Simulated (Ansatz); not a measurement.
**ClH₃SSi₂: up Jacob's ladder to CCSD(T)**

Aim: compute ClH₃SSi₂ with functionals from several rungs and with coupled cluster, and see how far each lands from CCSD(T) at the basis-set limit for the atomisation energy.

The runs use Ansatz 0.2.0, Gaussian basis; functionals in def2-TZVPP, the program's frozen cores in correlated methods.

Plan: LDA (SPW92), PBE-D4, revPBE-D4, BLYP-D4, r2SCAN-D4, B97M-V, PBE0-D4, B3LYP-D4, r2SCANh-D4, r2SCAN0-D4, HSE06-D4, BHLYP-D4, CAM-B3LYP-D4, LC-ωPBE, ωB97X-V, ωB97M-V, B2PLYP, PBE-QIDH; CCSD(T)/def2-SVP; CCSD(T)/def2-TZVPP; MP2/def2-QZVPP; extrapolation to the limit; RPA on PBE.

### 1 The relaxed structure

The geometry comes from an earlier relaxation with PBE0-D4 in a triple-zeta def2 set; it is a stationary point, not always the lowest conformer.

SMILES `Cl[SiH]1[SiH2]S1`, 7 atoms, charge 0, spin multiplicity 1.

Atoms are counted from 1 here; the program's logs count them from 0.

Bond lengths: Cl1–Si2 2.047 Å, Si2–Si3 2.238 Å, Si2–S4 2.129 Å, Si2–H5 1.476 Å, Si3–S4 2.166 Å, Si3–H6 1.481 Å, Si3–H7 1.482 Å. Angles: Cl1–Si2–Si3 121.9°, Cl1–Si2–S4 116.7°, Cl1–Si2–H5 107.8°, Si3–Si2–S4 59.4°, Si3–Si2–H5 126.3°, S4–Si2–H5 115.8°, Si2–Si3–S4 57.8°, Si2–Si3–H6 121.1°, Si2–Si3–H7 123.8°, S4–Si3–H6 114.7°, S4–Si3–H7 114.9°, H6–Si3–H7 112.0°, Si2–S4–Si3 62.8°.

### 2 LDA

This LDA is Slater exchange with PW92 correlation.

File in.yaml:

```yaml
crystal:
  periodic: [false, false, false]
  atoms:
    - {symbol: Cl, position_ang: [-2.567150, 0.858745, 0.246590]}
    - {symbol: Si, position_ang: [-0.763378, 0.414670, -0.612213]}
    - {symbol: Si, position_ang: [0.836138, -0.689417, 0.497023]}
    - {symbol: S, position_ang: [0.937222, 1.445724, 0.147560]}
    - {symbol: H, position_ang: [-0.938499, 0.458712, -2.077277]}
    - {symbol: H, position_ang: [0.655589, -1.075860, 1.915215]}
    - {symbol: H, position_ang: [1.901379, -1.480675, -0.162498]}
basis:
  gaussian: {orbitals: def2-TZVPP}
hamiltonian: {xc: lda}
output: {orbitals: {seedname: orbitals}}
```

Started as:

```
> ansatz run in.yaml --threads 2 --pin off --events-out ev --progress --plain --max-ram 4352MiB
```

After this run come: PBE-D4 (GGA); revPBE-D4 (GGA); BLYP-D4 (GGA); r2SCAN-D4 (meta-GGA); B97M-V (meta-GGA); B3LYP-D4 (hybrid); r2SCANh-D4 (hybrid); r2SCAN0-D4 (hybrid); HSE06-D4 (hybrid); BHLYP-D4 (hybrid); CAM-B3LYP-D4 (range-separated); LC-ωPBE (range-separated); ωB97X-V (range-separated); ωB97M-V (range-separated); B2PLYP (double hybrid); PBE-QIDH (double hybrid); CCSD(T) in def2-SVP; CCSD(T) in def2-TZVPP; MP2 in def2-QZVPP; RPA on PBE orbitals.

**Question.** What will the summary of the whole plan be? Wanted: atomisation energy, CCSD(T)/CBS; farthest beyond LDA; mean size of error, GGA; mean size of error, meta-GGA; mean size of error, hybrid; mean size of error, range-separated; mean size of error, double hybrid; gap, smallest and largest; T1 diagnostic.

The runs gave:

```
                               quantity                                               value
        atomisation energy, CCSD(T)/CBS                                       2129.8 kJ/mol
 functionals within 10.6 kJ/mol (0.5 %)  PBE0-D4, r2SCANh-D4, r2SCAN0-D4, HSE06-D4, ωB97M-V
                    farthest beyond LDA                             BHLYP-D4 (-65.5 kJ/mol)
                mean size of error, GGA                                         30.9 kJ/mol
           mean size of error, meta-GGA                                         33.1 kJ/mol
             mean size of error, hybrid                                         20.5 kJ/mol
    mean size of error, range-separated                                         27.0 kJ/mol
      mean size of error, double hybrid                                         34.7 kJ/mol
              gap, smallest and largest           4.60 eV (LDA (SPW92)), 11.25 eV (LC-ωPBE)
                          T1 diagnostic                                              0.0127
triples share of the correlation energy                                               4.6 %
```

What this shows: The LDA atomisation energy is off by 278.1 kJ/mol (13 %): it overbinds. PBE-D4 misses by +12.4 kJ/mol. Double hybrids carry the basis error of their MP2 part in triple zeta, and no dispersion term here, so their miss is partly the set-up's. Taken by rung, hybrid functionals do best (20.5 kJ/mol on average) and double hybrid ones worst beyond LDA (34.7 kJ/mol). The gap between the best rungs is small, so their order is not settled. The reference freezes the cores and leaves out relativity and excitations past (T), so misses under about 10.6 kJ/mol can't be ranked. Hartree-Fock recovers 72 % of the binding; the rest is correlation. CCSD(T) in def2-SVP is off by -220.7 kJ/mol, which most functionals beat. The gap grows from 4.6 to 11.3 eV across the functionals, mostly with the share of exact exchange.
